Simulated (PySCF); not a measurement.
# C3H6O2S2Si: electronic excitations

Aim: predict the electronic excitations of C3H6O2S2Si (`O=C1C[S@@](=O)[C@H]1S[SiH3]`).

The runs use PySCF 2.14.0, with density-fitted response routines of our own; the level of theory stands in each step. All values are computed, except where a source is named. Atoms count from 0, in the outputs and in this text.

## 1. The molecule as given

14 atoms, charge 0, multiplicity 1; geometry from: GFN2-xTB.

Bonds of the start (Å): O0–C1 1.19, C1–C2 1.51, C2–S3 1.86, S3–O4 1.47, S3–C5 1.89, C5–S6 1.78, S6–Si7 2.19, C5–C1 1.51, C2–H8 1.09, C2–H9 1.09, C5–H10 1.09, Si7–H11 1.45, Si7–H12 1.45, Si7–H13 1.46.

## 2. Excited states and response: CAM-B3LYP/def2-SVPD

The job: settings as JSON, then the geometry in Å.

```
{"job": {"kind": "uv", "xc": "CAM-B3LYP", "basis": "def2-SVPD", "nstates": 8, "ntriplets": 3}, "charge": 0, "multiplicity": 1}
O     -0.625318     0.512422     2.143211
C     -0.924079    -0.056336     1.139635
C     -1.959766     0.299688     0.095720
S     -1.050303    -0.682990    -1.193508
O     -0.030299     0.195511    -1.771589
C     -0.270536    -1.229151     0.442474
S      1.505328    -1.331479     0.413482
Si     2.094667     0.569711    -0.499880
H     -2.929434    -0.152469     0.287654
H     -2.070405     1.361596    -0.109939
H     -0.670363    -2.193997     0.748412
H      2.375155     0.388989    -1.909746
H      1.188381     1.595831    -0.018028
H      3.366294     0.722200     0.209936
```

With the program's defaults for keys left out, this is: TDDFT CAM-B3LYP/def2-SVPD, vertical, gas phase, core orbitals frozen in the response.

Command:

```bash
$ OMP_NUM_THREADS=1 python probes_run.py task.json out
```

The driver reads the jobs from task.json and runs them one after another.

What will the session give for the following? lowest singlet (CAM-B3LYP/def2-SVPD); brightest single state of those computed; lowest triplet; surface potential, 1st and 99th percentile. Wanted: lowest singlet; brightest single state of those computed; lowest triplet; surface potential, 1st and 99th percentile.

As calculated:

```
                                quantity                        value
    lowest singlet (CAM-B3LYP/def2-SVPD)  4.15 eV (299 nm), f = 0.002
brightest single state of those computed  state 4, 5.49 eV, f = 0.043
                          lowest triplet                      3.68 eV
   surface potential, 1st and 99th percentile           -1.35 V and 2.06 V
```

**Reading.** The lowest singlet, at 4.15 eV, is HOMO→LUMO 0.42, HOMO−2→LUMO 0.23 and is weak; of the 8 states computed, the strongest absorption comes from state 4 at 5.49 eV. The lowest triplet lies 0.47 eV below the lowest singlet (triplets in Tamm-Dancoff, singlets in full TDDFT). By nearest atom (CAM-B3LYP/def2-SVPD), the HOMO sits on S6 59 %; S3 9 % and the LUMO on C1 34 %; O0 23 %.
